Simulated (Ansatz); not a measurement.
# HfH3Cl: the cost of one run

Method: DFT PBE, scalar-relativistic, plane waves, PAW, unless a step names another level, in Ansatz 0.2.0.

12 further runs of the same task are left out: 12 set aside as unsound or not needed.

**1. The formula and the candidates**

Pauling electronegativities: Hf 1.30, H 2.20, Cl 3.16 (spread 1.86). The formula balances with common oxidation states: Hf +4, Cl -1, H -1. Tabulated atomic sizes suggest about 14 Å³/atom. 25 candidates were drawn, by swapping species into database cells of other compounds, at random by space group and Wyckoff sites, or by hand, as the table says:

| name | made from | space group no. | Wyckoff sites | atoms (primitive cell) | V (Å³/atom) |
| --- | --- | --- | --- | --- | --- |
| c01 | database cell of CsTlF3 | 38 | Hf 2a; H 4d, 2b; Cl 2b | 5 | 13.2 |
| c02 | built by hand: H-stuffed PbFCl (matlockite) | 129 | Hf 2c; H 2a, 4f; Cl 2c | 10 | 13.6 |
| c03 | database cell of CaAl3Au | 42 | Hf 4a; H 8b, 4a; Cl 4a | 5 | 15.8 |
| c04 | database cell of ErSiNi3 | 107 | Hf 2a; H 4b, 2a; Cl 2a | 5 | 14.8 |
| c05 | database cell of TaAgS3 | 63 | Hf 4c; H 4c, 8f; Cl 4b | 10 | 12.2 |
| c06 | built by hand: CaIrO3 post-perovskite, Cl on A site | 63 | Hf 4a; H 4c, 8f; Cl 4c | 10 | 12.7 |
| c07 | database cell of Yb3InC | 221 | Hf 1a; H 3c; Cl 1b | 5 | 17.1 |
| c08 | database cell of CsPbBr3 | 38 | Hf 4d; H 4d, 4e, 2a, 2a; Cl 2b, 2b | 10 | 15.7 |
| c09 | database cell of CsSnCl3 | 221 | Hf 1b; H 3c; Cl 1a | 5 | 14.3 |
| c10 | database cell of TiPbO3 | 99 | Hf 1b; H 2c, 1b; Cl 1a | 5 | 12.8 |
| c11 | built by hand: cubic perovskite, Cl on A site | 221 | Hf 1a; H 3d; Cl 1b | 5 | 13.6 |
| c12 | database cell of Cr3GeN | 113 | Hf 2c; H 4e, 2a; Cl 2b | 10 | 12.9 |
| c13 | database cell of MgVO3 | 36 | Hf 4a; H 8b, 4a; Cl 4a | 10 | 17.2 |
| c14 | database cell of BaCoO3 | 8 | Hf 2a, 2a; H 2a, 4b, 4b, 2a; Cl 2a, 2a | 10 | 12.6 |
| c15 | database cell of LaWN3 | 167 | Hf 6a; H 18e; Cl 6b | 10 | 11.7 |
| c16 | database cell of LaGa3Cu | 119 | Hf 2a; H 4e, 2c; Cl 2d | 5 | 13.7 |
| c17 | database cell of RbSrCl3 | 221 | Hf 1a; H 3d; Cl 1b | 5 | 16.6 |
| c18 | built by hand: ordered polar SnF4 | 107 | Hf 2a; H 2a, 4b; Cl 2a | 5 | 13.5 |
| c19 | database cell of CaTiO3 | 65 | Hf 2b; H 2a, 4f; Cl 2d | 5 | 11.7 |
| c20 | database cell of TlHgF3 | 1 | Hf 1a; H 1a, 1a, 1a; Cl 1a | 5 | 14.1 |
| c21 | database cell of CaNiH3 | 221 | Hf 1b; H 3d; Cl 1a | 5 | 11.6 |
| c22 | database cell of GaFe3As | 187 | Hf 1a; H 2h, 1e; Cl 1f | 5 | 13.0 |
| c23 | database cell of KHgF3 | 65 | Hf 2b; H 2c, 4e; Cl 2d | 5 | 12.5 |
| c24 | database cell of TbBiTe3 | 160 | Hf 3a; H 3a, 3a, 3a; Cl 3a | 5 | 15.9 |
| c25 | built by hand: H-filled ZrCl-like bilayer | 164 | Hf 2d; H 2d, 2d, 2c; Cl 2d | 10 | 12.7 |

**2. Screening run of c06**

input.yaml

```yaml
crystal:
  lattice:
    - [1.6, -5.5, 0.0]
    - [1.6, 5.5, 0.0]
    - [0.0, 0.0, 7.2]
  atoms:
    - { symbol: Hf, position: [0.0, 0.0, 0.5] }
    - { symbol: Hf, position: [0.0, 0.0, 0.0] }
    - { symbol: H, position: [0.93, 0.07, 0.25] }
    - { symbol: H, position: [0.07, 0.93, 0.75] }
    - { symbol: H, position: [0.63, 0.37, 0.45] }
    - { symbol: H, position: [0.37, 0.63, 0.95] }
    - { symbol: H, position: [0.63, 0.37, 0.05] }
    - { symbol: H, position: [0.37, 0.63, 0.55] }
    - { symbol: Cl, position: [0.25, 0.75, 0.25] }
    - { symbol: Cl, position: [0.75, 0.25, 0.75] }
basis:
  ecutwfc: 420
kpoints:
  mp_grid: { grid: [4, 4, 2] }
hamiltonian:
  xc: pbe
scf:
  occupations: { method: gaussian, width: 0.15 }
  lower_state_search: "off"
output:
  forces: true
  stress: true
  eigenvalues: true
relax:
  adjacent_minimum: "off"
  f_tol: 0.08
  max_steps: 16
  cell: { stress_tol: 0.8 }
```

Command:

```
> ansatz run input.yaml --threads 1 --pin off --max-ram 2560MiB --backend cpu --events-out ev --progress --plain --runs-dir out
```

**Question.** How long does this run take on 1 thread of Intel Xeon 6975P-C (Granite Rapids), shared host, and how much memory does it need?

About 43 s, with a peak of 0.51 GiB.
